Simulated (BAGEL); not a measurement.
# C2H6BN (SMILES [BH3-]C#[N+]C) at PBE0/cc-pVDZ (density fitting with qzvpp-jkfit)

Aim: the energy change on altering one bond length of C2H6BN at PBE0/cc-pVDZ (density fitting with qzvpp-jkfit), from 2 runs. 

The results are computed with BAGEL 1.2.2.

1 further run of the same task is left out (set aside as unsound or not needed). Runs told in other sessions of the task aren't counted.

## Step 1: Starting point

C2H6BN: 10 atoms, total charge 0, spin state singlet. SMILES: `[BH3-]C#[N+]C`. The coordinates come from a GFN2-xTB relaxation.

Bond lengths: B1–C2 1.507 Å, C2–N3 1.166 Å, N3–C4 1.393 Å, B1–H5 1.193 Å, B1–H6 1.193 Å, B1–H7 1.193 Å, C4–H8 1.092 Å, C4–H9 1.092 Å, C4–H10 1.092 Å. Some angles: B1–C2–N3 179.7°, C2–N3–C4 179.6°, C2–B1–H5 106.0°, C2–B1–H6 106.3°, C2–B1–H7 106.3°, N3–C4–H8 109.6°, N3–C4–H9 109.6°, N3–C4–H10 109.6°, H5–B1–H6 112.5°, H5–B1–H7 112.6°.

## Step 2: A single-point energy at PBE0/cc-pVDZ (density fitting with qzvpp-jkfit)

The input, input.json:

```json
{ "bagel": [

{
  "title": "molecule",
  "basis": "cc-pvdz.json",
  "df_basis": "qzvpp-jkfit",
  "angstrom": "true",
  "geometry": [
    { "atom": "B", "xyz": [      -1.072780,       1.180800,      -1.293730 ] },
    { "atom": "C", "xyz": [      -0.283340,       0.320470,      -0.341760 ] },
    { "atom": "N", "xyz": [       0.327180,      -0.349360,       0.391650 ] },
    { "atom": "C", "xyz": [       1.050220,      -1.156210,       1.266500 ] },
    { "atom": "H", "xyz": [      -1.682220,       0.427900,      -1.989340 ] },
    { "atom": "H", "xyz": [      -1.785570,       1.858750,      -0.619240 ] },
    { "atom": "H", "xyz": [      -0.275000,       1.823690,      -1.904190 ] },
    { "atom": "H", "xyz": [       1.455470,      -2.013380,       0.724350 ] },
    { "atom": "H", "xyz": [       1.871370,      -0.582090,       1.700840 ] },
    { "atom": "H", "xyz": [       0.394670,      -1.510580,       2.064920 ] }
  ]
},

{
  "title": "ks",
  "xc_func": "pbe0"
},

{
  "title": "print",
  "file": "orbitals.molden",
  "orbitals": "true"
}

]}
```

The basis set cc-pVDZ is read from a file made from the Basis Set Exchange's data (not shown).

Started as:

```console
$ BAGEL_NUM_THREADS=1 BAGEL input.json > input.out
```

The program printed:

```text
* using 1 threads per process

  ===============================================================
  ===============================================================

  *** Geometry ***

  { "atom" : "B", "xyz" : [     -2.027260,      2.231389,     -2.444795 ] },
  { "atom" : "C", "xyz" : [     -0.535435,      0.605601,     -0.645833 ] },
  { "atom" : "N", "xyz" : [      0.618281,     -0.660195,      0.740111 ] },
  { "atom" : "C", "xyz" : [      1.984628,     -2.184920,      2.393338 ] },
  { "atom" : "H", "xyz" : [     -3.178935,      0.808614,     -3.759308 ] },
  { "atom" : "H", "xyz" : [     -3.374238,      3.512528,     -1.170194 ] },
  { "atom" : "H", "xyz" : [     -0.519675,      3.446275,     -3.598398 ] },
  { "atom" : "H", "xyz" : [      2.750440,     -3.804737,      1.368823 ] },
  { "atom" : "H", "xyz" : [      3.536377,     -1.099991,      3.214122 ] },
  { "atom" : "H", "xyz" : [      0.745818,     -2.854582,      3.902133 ] },

  Number of auxiliary basis functions:      410

  Since a DF basis is specified, we compute 2- and 3-index integrals:
    o Being stored without compression. Storage requirement is 0.024 GB

  Number of basis functions:       86
  Number of electrons      :       30

    * METHOD: MOLECULE                             0.17

  *** Kohn-Sham DFT ***

    * Removing 17031 points whose weight is below 1.00e-10
    * Grid points: 132029

  === Nuclear Repulsion ===
   102.0822741463

       - DIIS with orbital gradients will be used.

  === KS iteration (pbe0 / cc-pvdz.json) ===
      0       -123.96244618          0.11147380           0.37
      1       -105.81744421          0.14168217           0.37
      2        -90.95906190          0.16660943           0.37
      3       -147.68847130          0.07786217           0.36
      4       -156.67094831          0.07649301           0.37
      5       -157.86000871          0.05608475           0.36
      6       -158.34304802          0.04277594           0.37
      7       -158.95932633          0.02148113           0.37
      8       -159.12875402          0.01089370           0.37
      9       -159.18083222          0.00292824           0.37
     10       -159.18533064          0.00028897           0.37
     11       -159.18536843          0.00006264           0.37
     12       -159.18537022          0.00001373           0.37
     13       -159.18537029          0.00000815           0.38
     14       -159.18537032          0.00000080           0.38
     15       -159.18537032          0.00000018           0.37
     16       -159.18537032          0.00000012           0.38
     17       -159.18537032          0.00000004           0.37
     18       -159.18537032          0.00000001           0.37
    * SCF iteration converged.

    * Permanent dipole moment:
           (   -1.283281,     1.412744,    -1.548463) a.u.

    * METHOD: KS                                   7.72

    * METHOD: PRINT                                0.01

  ===============================================================
```

Run time: 8.1 s. Hardware: 1 thread of Arm Neoverse V2, shared host; peak memory 0.5 GiB.

## Step 3: The distorted shape at the same level

The input, input.json:

```json
{ "bagel": [

{
  "title": "molecule",
  "basis": "cc-pvdz.json",
  "df_basis": "qzvpp-jkfit",
  "angstrom": true,
  "geometry": [
    { "atom": "B", "xyz": [   -1.559067,    2.209378,   -0.643167 ] },
    { "atom": "C", "xyz": [   -0.769627,    1.349048,    0.308803 ] },
    { "atom": "N", "xyz": [   -0.159107,    0.679218,    1.042213 ] },
    { "atom": "C", "xyz": [    0.563933,   -0.127632,    1.917063 ] },
    { "atom": "H", "xyz": [   -2.168507,    1.456478,   -1.338777 ] },
    { "atom": "H", "xyz": [   -2.271857,    2.887328,    0.031323 ] },
    { "atom": "H", "xyz": [   -0.761287,    2.852268,   -1.253627 ] },
    { "atom": "H", "xyz": [    1.455470,   -2.013380,    0.724350 ] },
    { "atom": "H", "xyz": [    1.385083,    0.446488,    2.351403 ] },
    { "atom": "H", "xyz": [   -0.091617,   -0.482002,    2.715483 ] }
  ]
},
{ "title": "ks", "xc_func": "pbe0" },
{ "title": "print", "file": "orbitals.molden", "orbitals": true }

]}
```

The basis set cc-pVDZ is read from a file made from the Basis Set Exchange's data (not shown).

Started as:

```console
$ BAGEL_NUM_THREADS=1 BAGEL input.json > input.out
```

The program printed:

```text
* using 1 threads per process

  ===============================================================
  ===============================================================

  *** Geometry ***

  { "atom" : "B", "xyz" : [     -2.946210,      4.175119,     -1.215409 ] },
  { "atom" : "C", "xyz" : [     -1.454384,      2.549331,      0.583553 ] },
  { "atom" : "N", "xyz" : [     -0.300669,      1.283536,      1.969497 ] },
  { "atom" : "C", "xyz" : [      1.065679,     -0.241190,      3.622724 ] },
  { "atom" : "H", "xyz" : [     -4.097884,      2.752345,     -2.529922 ] },
  { "atom" : "H", "xyz" : [     -4.293188,      5.456259,      0.059192 ] },
  { "atom" : "H", "xyz" : [     -1.438624,      5.390005,     -2.369012 ] },
  { "atom" : "H", "xyz" : [      2.750440,     -3.804737,      1.368823 ] },
  { "atom" : "H", "xyz" : [      2.617428,      0.843740,      4.443508 ] },
  { "atom" : "H", "xyz" : [     -0.173131,     -0.910852,      5.131519 ] },

  Number of auxiliary basis functions:      410

  Since a DF basis is specified, we compute 2- and 3-index integrals:
    o Being stored without compression. Storage requirement is 0.024 GB

  Number of basis functions:       86
  Number of electrons      :       30

    * METHOD: MOLECULE                             0.17

  *** Kohn-Sham DFT ***

    * Removing 15908 points whose weight is below 1.00e-10
    * Grid points: 133152

  === Nuclear Repulsion ===
    99.2455235563

       - DIIS with orbital gradients will be used.

  === KS iteration (pbe0 / cc-pvdz.json) ===
      0       -123.65355095          0.11263001           0.40
      1       -104.54208247          0.12507904           0.38
      2        -88.68631618          0.16349826           0.38
      3       -144.65503946          0.08556200           0.39
      4       -142.32598603          0.18029191           0.37
      5       -158.38352012          0.03243238           0.37
      6       -158.06448783          0.04422070           0.37
      7       -158.60572218          0.02724674           0.37
      8       -158.80677558          0.01902769           0.38
      9       -158.51048656          0.02513714           0.38
     10       -159.00341792          0.00328085           0.38
     11       -159.00830474          0.00148319           0.38
     12       -159.00901760          0.00131789           0.38
     13       -159.00952758          0.00064839           0.38
     14       -159.00984758          0.00005572           0.38
     15       -159.00984926          0.00001484           0.38
     16       -159.00984937          0.00000585           0.38
     17       -159.00984939          0.00000163           0.39
     18       -159.00984939          0.00000118           0.38
     19       -159.00984939          0.00000078           0.38
     20       -159.00984939          0.00000048           0.38
     21       -159.00984939          0.00000006           0.38
     22       -159.00984939          0.00000002           0.38
     23       -159.00984939          0.00000000           0.39
    * SCF iteration converged.

    * Permanent dipole moment:
           (   -0.854749,     0.811164,    -1.436647) a.u.

    * METHOD: KS                                   9.86

    * METHOD: PRINT                                0.01

  ===============================================================
```

Wall time 10 s (1 thread of Arm Neoverse V2, shared host); peak memory 0.5 GiB.

## Step 4: Results

At PBE0/cc-pVDZ (density fitting with qzvpp-jkfit):

| quantity | value |
| --- | --- |
| first shape: total energy | -159.18537 Eh |
| first shape: dipole moment | 6.25 D |
| first shape: HOMO energy | -8.01 eV |
| first shape: LUMO energy | 0.06 eV |
| first shape: HOMO–LUMO gap | 8.07 eV |
| distorted shape: total energy | -159.00985 Eh |
| distorted shape: dipole moment | 4.72 D |
| distorted shape: HOMO energy | -7.77 eV |
| distorted shape: LUMO energy | -4.32 eV |
| distorted shape: HOMO–LUMO gap | 3.45 eV |
| energy change with the C4–H8 bond stretched from 1.092 to 2.403 Å | 4.776 eV |

In words: With the C4–H8 bond stretched from 1.092 to 2.403 Å the energy rises by 4.78 eV (110 kcal/mol). The first shape isn't relaxed at this level, so the change isn't measured from a minimum. A restricted reference can't describe the breaking bond well at this length.
